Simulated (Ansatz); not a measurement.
# CH7SbSi2: small, medium and large basis sets

One table from this session's results is given with a row withheld; the runs are named, their logs left out.

Program: Ansatz 0.2.0, Gaussian basis. Level of theory: one geometry, several basis sets. These are calculated values, not measurements.

Levels to be run: PBE0-D4/def2-SVP; ωB97M-V/def2-SVP; PBE0-D4/def2-QZVPP; ωB97M-V/def2-QZVPP; the functionals' def2-TZVPP values are taken from earlier runs.

### The relaxed structure

The geometry comes from an earlier relaxation with PBE0-D4 in a triple-zeta def2 set; it is a stationary point, not always the lowest conformer. Sb takes the def2 core potential; no spin-orbit term is included.

SMILES `[SiH3][SiH]1[CH2][SbH]1`, 11 atoms, charge 0, spin multiplicity 1.

Atoms are counted from 1 here; the program's logs count them from 0.

Bond lengths: Si1–Si2 2.319 Å, Si1–H5 1.487 Å, Si1–H6 1.489 Å, Si1–H7 1.486 Å, Si2–C3 1.851 Å, Si2–Sb4 2.523 Å, Si2–H8 1.485 Å, C3–Sb4 2.240 Å, C3–H9 1.085 Å, C3–H10 1.086 Å, Sb4–H11 1.713 Å. Angles: Si2–Si1–H5 107.4°, Si2–Si1–H6 112.1°, Si2–Si1–H7 110.3°, H5–Si1–H6 109.0°, H5–Si1–H7 109.5°, H6–Si1–H7 108.6°, Si1–Si2–C3 118.1°, Si1–Si2–Sb4 118.2°, Si1–Si2–H8 117.7°, C3–Si2–Sb4 59.2°, C3–Si2–H8 114.8°, Sb4–Si2–H8 115.8°, Si2–C3–Sb4 75.5°, Si2–C3–H9 120.3°, Si2–C3–H10 118.1°, Sb4–C3–H9 113.0°, Sb4–C3–H10 111.0°, H9–C3–H10 112.8° and more.

Set-up of the first run:

Input file in.yaml:

```yaml
crystal:
  periodic: [false, false, false]
  atoms:
    - {symbol: Si, position_ang: [-1.379469, 1.253944, -0.316879]}
    - {symbol: Si, position_ang: [-0.130025, -0.306551, 0.859266]}
    - {symbol: C, position_ang: [1.642782, -0.541607, 0.380934]}
    - {symbol: Sb, position_ang: [0.614873, -2.392763, -0.349091]}
    - {symbol: H, position_ang: [-0.859341, 1.281497, -1.709213]}
    - {symbol: H, position_ang: [-1.267242, 2.617740, 0.270453]}
    - {symbol: H, position_ang: [-2.812876, 0.861644, -0.330965]}
    - {symbol: H, position_ang: [-0.409235, -0.464665, 2.309039]}
    - {symbol: H, position_ang: [2.076771, 0.046703, -0.420354]}
    - {symbol: H, position_ang: [2.357200, -0.775675, 1.165037]}
    - {symbol: H, position_ang: [0.231863, -1.637266, -1.837526]}
basis:
  gaussian: {orbitals: def2-SVP}
hamiltonian: {xc: pbe0, dispersion: d4}
output: {orbitals: {seedname: orbitals}}
```

Among the steps run: PBE0-D4 in def2-SVP; ωB97M-V in def2-SVP; PBE0-D4 in def2-QZVPP; ωB97M-V in def2-QZVPP.

One table of the session follows, with a row left open; its other results are not shown here.

It belongs to the step «Density functionals: the series». 

```
functional       basis  HOMO (eV)
   PBE0-D4    def2-SVP      -6.49
   PBE0-D4  def2-TZVPP          ?
   PBE0-D4  def2-QZVPP      -6.49
   ωB97M-V    def2-SVP      -8.32
   ωB97M-V  def2-TZVPP      -8.35
   ωB97M-V  def2-QZVPP      -8.35
```

Q: Estimate the row for PBE0-D4, def2-TZVPP from the others.

As computed: HOMO (eV): -6.48. In the column «HOMO (eV)» it is the highest.
